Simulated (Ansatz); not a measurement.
# ZnAg3, space group I4/mmm: a comparison of norm-conserving and PAW potentials

With the Ansatz DFT code, driven from Python.

`POSCAR_znag3`
```text
ZnAg3
1.0
  -2.01338912    2.01338912    4.07203677
   2.01338912   -2.01338912    4.07203677
   2.01338912    2.01338912   -4.07203677
Zn Ag
1 3
Direct
   0.00000000    0.00000000    0.00000000
   0.75000000    0.25000000    0.50000000
   0.25000000    0.75000000    0.50000000
   0.50000000    0.50000000    0.00000000
```

Run as a notebook:

```python
import ansatz as az
from ase.io import read
import numpy as np


def count_gap(report):
    # lowest empty less highest filled band, counting bands; zero where they overlap
    return max(report.get('gap_by_band_count_ev') or 0.0, 0.0)
```

```python
atoms = read('POSCAR_znag3', format='vasp')
crystal = az.Crystal.from_ase(atoms)
```

```python
crystal.resolved().sites[-1]
```

    Site(symbol='Ag', position=(0.5, 0.5, 0.0), moment=None, axis=None, held=None, saved=None)

```python
calculation = crystal.calculation()
calculation = calculation.occupations('fermi_dirac', width=0.1)
calculation = calculation.functional('lda')
calculation = calculation.scf(tolerance=1e-10, max_iterations=70)
calculation = calculation.kpoints(9, 9, 9)
calculation = calculation.stress()
calculation = calculation.forces()
calculation = calculation.band_table()
variants = {
    'PAW': calculation.pseudopotentials('paw'),
    'norm-conserving': calculation.pseudopotentials('nc'),
}
rows = []
for label, variant in variants.items():
    summary = variant.run(threads=1).report
    levels = np.array(summary['eigenvalues_ev'][0]) - summary['fermi_energy_ev']
    print(label, 'levels at the first k-point near E_F:', np.round(levels[np.abs(levels) < 5], 3))
    rows.append((label, summary['n_electrons'], np.trace(summary['stress_gpa']) / 3, float(np.abs(summary['forces_ev_ang']).max()), count_gap(summary)))
print('     treatment  electrons in bands           P GPa  max force component eV/A  gap by band count eV')
for row in rows:
    print(f'{str(row[0]):>14s}  {row[1]:18.1f}  {row[2]:14.3f}  {row[3]:24.4f}  {row[4]:20.3f}')
```

    DeckWarning: basis.ecutwfc = 420 eV, auto-derived from the records' recommended cutoffs: set by Zn (normal level)
    PAW levels at the first k-point near E_F: [-4.793 -4.097 -3.968 -3.947 -3.459 -3.459 -3.447 -2.842  0.592  3.962
      4.52   4.52 ]
    DeckWarning: basis.ecutwfc = 1170.089609 eV, auto-derived from the records' recommended cutoffs: set by Ag (normal level)
    norm-conserving levels at the first k-point near E_F: [-4.79  -4.094 -3.967 -3.945 -3.457 -3.457 -3.445 -2.84   0.592  3.964
      4.524  4.524]
         treatment  electrons in bands           P GPa  max force component eV/A  gap by band count eV
               PAW                69.0          -7.834                    0.0000                 0.000
    norm-conserving                77.0          -7.875                    0.0000                 0.000

PAW gives -7.834 GPa and norm-conserving -7.875 GPa, 0.041 GPa apart. They took 12.9 and 54.8 s of processor time.

What to keep in mind:
- A gap by band count of zero or less means overlapping bands, a metal, and at an odd count of electrons it is no gap at all.
- At these settings the cell as given stands under about -8 GPa, so it isn't at this functional's equilibrium volume.
- This cell is a computed structure, which may not be the phase found in nature.
- Gaps and levels are Kohn-Sham values on a finite set of k-points, without spin-orbit coupling.
- Warnings are shown shortened and without file and line.
- Stress is positive in compression.
- Wall time of the script: 69 s on 1 thread of Arm Neoverse V2, with other jobs on the host, peak memory 0.91 GiB.
